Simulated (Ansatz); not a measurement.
# C4H11BO: the cost of one run

Computed with Ansatz 0.2.0, Gaussian basis. Level: the settings change from run to run.

1 further run of the same task is left out (it didn't finish). Runs told in other sessions of the task aren't counted.

## (1) The molecule

The structure was relaxed beforehand with PBE0-D4 in a triple-zeta def2 set.

17 atoms, charge 0, spin multiplicity 1.

Atoms are counted from 1 here; the program's logs count them from 0.

Bond lengths: B1–O2 1.631 Å, B1–H7 1.208 Å, B1–H8 1.215 Å, B1–H9 1.208 Å, O2–C3 1.442 Å, O2–C6 1.442 Å, C3–C4 1.523 Å, C3–H10 1.087 Å, C3–H11 1.093 Å, C4–C5 1.541 Å, C4–H12 1.089 Å, C4–H13 1.090 Å, C5–C6 1.523 Å, C5–H14 1.090 Å, C5–H15 1.089 Å, C6–H16 1.093 Å, C6–H17 1.087 Å. Angles: O2–B1–H7 103.3°, O2–B1–H8 105.5°, O2–B1–H9 103.3°, H7–B1–H8 114.1°, H7–B1–H9 114.8°, H8–B1–H9 114.1°, B1–O2–C3 114.5°, B1–O2–C6 114.5°, C3–O2–C6 105.4°, O2–C3–C4 105.4°, O2–C3–H10 106.8°, O2–C3–H11 106.8°, C4–C3–H10 115.1°, C4–C3–H11 112.2°, H10–C3–H11 109.9°, C3–C4–C5 104.3°, C3–C4–H12 110.5°, C3–C4–H13 110.9° and more.

## (2) r2SCANh/cc-pVTZ-DK

Set apart from the defaults: coordinates scaled by 0.92, density fitting with def2-universal-jkfit, finite nuclei, D3(BJ) dispersion.

in.yaml reads:

```yaml
crystal:
  periodic: [false, false, false]
  atoms:
    - {symbol: B, position_ang: [-0.399967, -1.420581, 1.077102]}
    - {symbol: O, position_ang: [0.172227, -0.042918, 0.913606]}
    - {symbol: C, position_ang: [1.202714, 0.029116, 0.080769]}
    - {symbol: C, position_ang: [0.644297, 0.241929, -1.186126]}
    - {symbol: C, position_ang: [-0.627800, 0.807674, -0.917717]}
    - {symbol: C, position_ang: [-0.694180, 0.864202, 0.480719]}
    - {symbol: H, position_ang: [0.461128, -2.012410, 1.454410]}
    - {symbol: H, position_ang: [-0.748514, -1.721251, 0.058664]}
    - {symbol: H, position_ang: [-1.220554, -1.271582, 1.810955]}
    - {symbol: H, position_ang: [1.715052, -0.823452, 0.180747]}
    - {symbol: H, position_ang: [1.766552, 0.805527, 0.382339]}
    - {symbol: H, position_ang: [0.545191, -0.626002, -1.676504]}
    - {symbol: H, position_ang: [1.226020, 0.846435, -1.736179]}
    - {symbol: H, position_ang: [-0.733946, 1.721785, -1.317141]}
    - {symbol: H, position_ang: [-1.355319, 0.222730, -1.281244]}
    - {symbol: H, position_ang: [-0.388422, 1.752635, 0.839566]}
    - {symbol: H, position_ang: [-1.582140, 0.625520, 0.873016]}
basis:
  gaussian: {orbitals: cc-pVTZ-DK, fitting: {mean_field: def2-universal-jkfit}, nuclear_model: gaussian}
hamiltonian: {xc: {name: r2SCANh}, dispersion: d3bj}
```

Launch:

```
ansatz run in.yaml --threads 4 --pin off --events-out ev --progress --plain --max-ram 11315MiB
```

What time and memory should one allow on 4 threads of Arm Neoverse V1, shared host?

About 7.5 s, with a peak of 0.67 GiB.
